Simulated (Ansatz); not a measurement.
Consider a convergence test of the plane-wave cutoff of NbB₂, space group P6/mmm (Ansatz 0.2.0 through its Python package).

`nbb2.py`:
```python
"""Convergence of NbB2 with the plane-wave cutoff."""

import ansatz
from tabulate import tabulate

cell = (
    ansatz.Lattice.from_parameters(3.086, 3.086, 3.306, alpha=90, beta=90, gamma=120)
    .space_group(191)
    .atom("Nb", [0.0, 0.0, 0.0])
    .atom("B", [1 / 3, 2 / 3, 0.5])
)

calc = (
    cell.calculation()
    .functional("r2scan", dispersion="d3bj")
    .scf(tolerance=1e-06, extra_bands=8)
    .eigensolver("davidson", full_accuracy=True)
    .occupations("cold", width=0.02)
    .kpoints(spacing=0.29)
    .mixing("broyden", preconditioner="kerker")
    .forces()
    .stress()
)

rows = []
for value in [250, 325, 400, 475, 550]:
    r = calc.basis(value).run(threads=1).report
    rows.append((value, r["free_energy_ev"] / len(r["lattice"]["sites"]), r["n_iterations"], sum(r["stress_gpa"][i][i] for i in range(3)) / 3, max(abs(f) for row in r["forces_ev_ang"] for f in row), r["n_pw"]))

print(tabulate(rows, headers=["cutoff (eV)", "F/atom (eV)", "iterations", "P (GPa)", "max force (eV/A)", "plane waves"], floatfmt=".4f", tablefmt="github"))

# the last row is the reference
for row in rows[:-1]:
    shift = 1000 * (row[1] - rows[-1][1])
    print(f"{row[0]}: {shift:+.2f} meV/atom" + ("  (within 2 meV)" if abs(shift) < 2 else ""))
```

From which cutoff on is the energy per atom within 2 meV of the last row, and how does it get there?

From 475 eV on it stays within 2 meV an atom of the value at 550 eV; the first row (250 eV) is off by 233.3 meV and the last but one by 0.89 meV. The energy falls steadily, as expected when plane waves are added. The pressure moves from 2.83 to 0.93 GPa (the program's stress holds a Pulay correction, so it settles early).

The run itself:

```console
$ python nbb2.py
DeckWarning: basis.ecutwfc = 250 eV is below the records' recommended 500 eV, and the density's cutoff is lower with it unless basis.ecutrho_ratio is high enough to keep the records' density cutoff: compare with a run at a higher cutoff
DeckWarning: the engine holds no damping parameters fitted to this dispersion correction and functional, so the run takes those fitted to r2scan beside the three-body term, which d3bj leaves out (hamiltonian.dispersion, under Limitations)
DeckWarning: scf.convergence.dr2_threshold = 1e-6 eV is looser than this run's default, which is 1e-7 eV or tighter. The error in the forces grows as the threshold's square root, so leave the key out unless less accurate forces are enough
DeckWarning: output.stress: scf.convergence.dr2_threshold = 1e-6 eV is looser than the 3e-10 eV advised for a printed stress (1e-10 eV for each atom of the cell: 3). What an SCF threshold leaves in a [...]
DeckWarning: basis.ecutwfc = 325 eV is below the records' recommended 500 eV, and the density's cutoff is lower with it unless basis.ecutrho_ratio is high enough to keep the records' density cutoff: compare with a run at a higher cutoff
DeckWarning: basis.ecutwfc = 400 eV is below the records' recommended 500 eV, and the density's cutoff is lower with it unless basis.ecutrho_ratio is high enough to keep the records' density cutoff: compare with a run at a higher cutoff
DeckWarning: basis.ecutwfc = 475 eV is below the records' recommended 500 eV, and the density's cutoff is lower with it unless basis.ecutrho_ratio is high enough to keep the records' density cutoff: compare with a run at a higher cutoff
|   cutoff (eV) |   F/atom (eV) |   iterations |   P (GPa) |   max force (eV/A) |   plane waves |
|---------------|---------------|--------------|-----------|--------------------|---------------|
|           250 |    -1626.3124 |            6 |    2.8286 |             0.0000 |           237 |
|           325 |    -1626.5239 |            6 |    0.9090 |             0.0000 |           363 |
|           400 |    -1626.5420 |            6 |    0.8757 |             0.0000 |           491 |
|           475 |    -1626.5448 |            6 |    0.9122 |             0.0000 |           647 |
|           550 |    -1626.5457 |            6 |    0.9332 |             0.0000 |           787 |
250: +233.31 meV/atom
325: +21.85 meV/atom
400: +3.73 meV/atom
475: +0.89 meV/atom  (within 2 meV)
```
(Warnings from the package without file and line, shortened.)

Notes:
- The dispersion term runs with damping parameters of another functional.
- Dispersion corrections can be off by several per cent in the lattices of metals, and by several GPa in the pressure at a fixed cell.
- The mesh is modest for a metal, so energies can be off by several to tens of meV an atom and pressures by half a GPa or more; differences at equal mesh fare better.
- Forces vanish by symmetry here and test nothing.
- Of the deposited cell: the entry's cell lengths or inner coordinates differ somewhat from later room-temperature determinations.
- Pressure is positive in compression.
- The structure is a deposited one; some such entries were measured under pressure or heat, so a shift against it needn't be the functional's error alone.
- Shifts are counted from the last row, which is itself no proven limit.
- Cost: roughly 9 core-seconds.

(Lines on the test bed's own set-up are left out of the output.)
